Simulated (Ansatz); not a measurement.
B2BrH3, SMILES BBBr, the interaction energy of a dimer with the counterpoise correction

With Ansatz 0.2.0, Python API.

Notebook, run cell by cell (the value of a cell's last expression is shown):

```python
from dataclasses import dataclass

import ansatz
```

```python
@dataclass
class RunConfig:
    basis: str = 'def2-SVP'
    xc: str = 'PBE'
    vdw: str = 'd4'


opts = RunConfig()
```

```python
FIRST = [
    ('B', (-0.2329, -0.0344, -0.8478)),
    ('B', (0.2949, -0.194, 0.6777)),
    ('Br', (-0.077, 1.2053, 2.0557)),
    ('H', (-0.8244, 0.9892, -1.1412)),
    ('H', (-0.0758, -0.8218, -1.6973)),
    ('H', (0.9153, -1.1441, 0.9529)),
]
SECOND = [
    ('B', (5.239, 2.8426, -0.309)),
    ('B', (4.0922, 3.4035, 0.6918)),
    ('Br', (2.6406, 2.2125, 1.3771)),
    ('H', (5.1619, 1.6815, -0.6689)),
    ('H', (6.1302, 3.4727, -0.7273)),
    ('H', (4.1235, 4.5309, 0.994)),
]
```

```python
def energy(atoms, ghosts=()):
    molecule = ansatz.Crystal.molecule()
    for symbol, xyz in atoms:
        molecule = molecule.atom(symbol, xyz)
    calc = (
        molecule.calculation()
        .basis(gaussian=opts.basis)
        .functional(opts.xc, dispersion=opts.vdw)
    )
    deck = calc.input()
    if ghosts:
        deck = deck.set(ansatz.key.basis.gaussian.ghost_atoms, [{'symbol': s, 'position_ang': list(xyz)} for s, xyz in ghosts])
    return ansatz.Session.from_dict(deck).plan().execute().report['free_energy_ev']
```

```python
# monomers in their own basis and in the basis of the dimer
both = energy(FIRST + SECOND)
alone = energy(FIRST) + energy(SECOND)
ghosted = energy(FIRST, SECOND) + energy(SECOND, FIRST)
print(f'dimer {both:.6f} eV')
print(f'interaction, uncorrected   {96.485332 * (both - alone):8.3f} kJ/mol')
print(f'interaction, counterpoise  {96.485332 * (both - ghosted):8.3f} kJ/mol')
print(f'basis-set superposition    {96.485332 * (alone - ghosted):8.3f} kJ/mol')
```

    dimer -142847.516871 eV
    interaction, uncorrected     13.582 kJ/mol
    interaction, counterpoise    18.162 kJ/mol
    basis-set superposition       4.581 kJ/mol

Uncorrected it is 13.582 kJ/mol, with the counterpoise correction 18.162 kJ/mol; the difference, 4.58 kJ/mol, is the superposition error. In this basis both values are repulsive.

Reading the output:
- Total energies depend on the basis set; only differences at equal settings carry meaning.
- The dimer is a generated trial pose of unrelaxed monomers, not a minimum, so the figure is no binding energy, and the basis set is small.
- Run time: 5.7 s on 1 thread of AMD EPYC 9R45 96-Core Processor (Zen 5), on a shared host, peak memory 0.27 GiB.

(Lines on the test bed's own set-up are left out of the output.)
